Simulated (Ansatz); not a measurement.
**GaCS (doublet): from Hartree-Fock to the top rungs, cc-pVDZ**

How much of the correlation energy of GaCS (doublet) does each wave-function method recover here?

Method: cc-pVDZ, correlated electrons: outside noble gas; program: Ansatz 0.2.0, Gaussian basis.

Plan: UHF; CCSD(T) on ROHF; CCSD(T) on UHF; BCCD(T) on ROHF; CISD; CCSDT(Q) on ROHF; CCSDT(Q) on UHF.

## 1. The geometry

The geometry is a PBE0/def2-TZVP stationary point (not a proven minimum) of the parent state, kept for this charge and spin. No spin-orbit coupling is included. The filled d shell of Ga may be among the frozen orbitals whatever the setting's name suggests; the logs give the count.

3 atoms, charge 0, spin multiplicity 2.

Atoms are counted from 1 here; the program's logs count them from 0.

Bond lengths: C1–S2 1.726 Å, C1–Ga3 1.874 Å, S2–Ga3 2.403 Å. Angles: S2–C1–Ga3 83.7°, C1–S2–Ga3 50.8°, C1–Ga3–S2 45.5°.

In the tables R marks a restricted open-shell determinant and U an unrestricted one; correlation energies count from the lowest restricted Hartree-Fock solution.

## 2. UHF

File in.yaml:

```yaml
crystal:
  periodic: [false, false, false]
  atoms:
    - {symbol: C, position_ang: [0.000000, -1.160693, 0.575194]}
    - {symbol: S, position_ang: [0.000000, 0.246092, 1.574708]}
    - {symbol: Ga, position_ang: [0.000000, 0.086769, -0.823279]}
basis:
  gaussian: {orbitals: cc-pVDZ}
magnetization: {spin_polarized: true, initial_magnetization: 1}
hamiltonian: {xc: hf}
output: {orbitals: {seedname: orbitals}}
```

On the command line:

```
$ ansatz run in.yaml --threads 1 --pin off --events-out ev --progress --plain --max-ram 2393MiB
```

Further steps of the session: CCSD(T) on ROHF; CCSD(T) on UHF; BCCD(T) on ROHF; CISD; CCSDT(Q) on ROHF; CCSDT(Q) on UHF.

Before running them: what should the planned runs give, taken together? Wanted: correlation energy, UCCSDT(Q); RMP2 from UCCSDT(Q); UMP2 from UCCSDT(Q); RCCSD from UCCSDT(Q); RCCSD(T) from UCCSDT(Q); UCCSD(T) from UCCSDT(Q); RCCSDT(Q) from UCCSDT(Q); T1 diagnostic.

As calculated:

| quantity | value |
| --- | --- |
| correlation energy, UCCSDT(Q) | -9.2689 eV |
| RMP2 from UCCSDT(Q) | +1288.3 meV |
| UMP2 from UCCSDT(Q) | +1611.2 meV |
| RCCSD from UCCSDT(Q) | +558.8 meV |
| RCCSD(T) from UCCSDT(Q) | +82.1 meV |
| UCCSD(T) from UCCSDT(Q) | +108.4 meV |
| RCCSDT(Q) from UCCSDT(Q) | +13.2 meV |
| levels of the table within 1 kcal/mol (43 meV) | RCCSDT(Q) |
| T1 diagnostic | 0.037 |

**Reading.** RCCSD(T) misses by +82.1 meV, 0.9 % of the correlation energy. CCSD(T) misses by +82.1 meV on the restricted determinant and by +108.4 meV on the unrestricted one; the two need not hold the same state or core. These misses are within one basis, not against nature; the frozen cores of restricted and unrestricted runs differ, which can shift their rows.
